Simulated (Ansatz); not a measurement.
# CH2BLiN radical (SMILES [Li][N]1B[CH]1): single points off equilibrium

An exercise on one series of results from a longer session: the logs are not shown, and one member is left open.

Computed with Ansatz 0.2.0, Gaussian basis. Level: single points in def2-TZVPP.

Cores are frozen in the correlated methods. The outer core shell of Li, Na, Mg and K is correlated. Orbitals are unrestricted. B3LYP uses VWN-RPA correlation.

## The system as given

SMILES `[Li][N]1B[CH]1`, 6 atoms, charge 0, spin multiplicity 2.

Atoms are counted from 1 here; the program's logs count them from 0.

Bond lengths: Li1–N2 1.773 Å, N2–B3 1.509 Å, N2–C4 1.378 Å, B3–C4 1.378 Å, B3–H5 1.184 Å, C4–H6 1.222 Å. Angles: Li1–N2–B3 146.7°, Li1–N2–C4 141.5°, B3–N2–C4 56.8°, N2–B3–C4 56.8°, N2–B3–H5 137.7°, C4–B3–H5 165.5°, N2–C4–B3 66.4°, N2–C4–H6 124.0°, B3–C4–H6 167.7°.

Coordinates:

```csv
atom,x (Å),y (Å),z (Å)
Li1,-1.5545,-1.7086,-0.4379
N2,-0.3049,-0.5820,0.1207
B3,0.9561,0.1734,-0.2204
C4,-0.1122,0.7459,0.4350
H5,1.9993,-0.0511,-0.7334
H6,-0.9804,1.4725,0.8962
```

Set-up of the first run:

The input, run/in.yaml:

```yaml
crystal:
  periodic: [false, false, false]
  atoms:
    - {symbol: Li, position_ang: [-1.554500, -1.708600, -0.437900]}
    - {symbol: N, position_ang: [-0.304900, -0.582000, 0.120700]}
    - {symbol: B, position_ang: [0.956100, 0.173400, -0.220400]}
    - {symbol: C, position_ang: [-0.112200, 0.745900, 0.435000]}
    - {symbol: H, position_ang: [1.999300, -0.051100, -0.733400]}
    - {symbol: H, position_ang: [-0.980400, 1.472500, 0.896200]}
basis:
  gaussian: {orbitals: def2-TZVPP}
magnetization: {spin_polarized: true, initial_magnetization: 1}
correlation: {method: ccsd_t}
scf: {omitted_lower_state_checks: [cluster_reference]}
output: {forces: true}
```

The command line of these runs was not kept.

Among the steps run: CCSD(T)/def2-TZVPP; PBE0-D4/def2-TZVPP; wB97M-V/def2-TZVPP; r2SCAN-D4/def2-TZVPP; PBE-D4/def2-TZVPP; B3LYP-D4/def2-TZVPP; BHLYP-D4/def2-TZVPP.

One of the session's tables, all rows but one given; the rest of the session is left out.

```
   method  RMS force component (eV/Å)  angle to CCSD(T) forces (°)  dipole (D)
  CCSD(T)                       1.795                    reference        7.36
  PBE0-D4                       1.594                         10.8        6.70
  wB97M-V                       1.635                          6.8        7.16
r2SCAN-D4                       1.618                         15.8        5.07
   PBE-D4                       1.617                         18.7        3.75
 B3LYP-D4                           ?                            ?           ?
 BHLYP-D4                       1.624                         13.4        7.24
```

**Question.** Estimate the row for B3LYP-D4.

As computed: RMS force component (eV/Å): 1.587; angle to CCSD(T) forces (°): 14.4; dipole (D): 5.33. In the column «RMS force component (eV/Å)» it is the lowest.
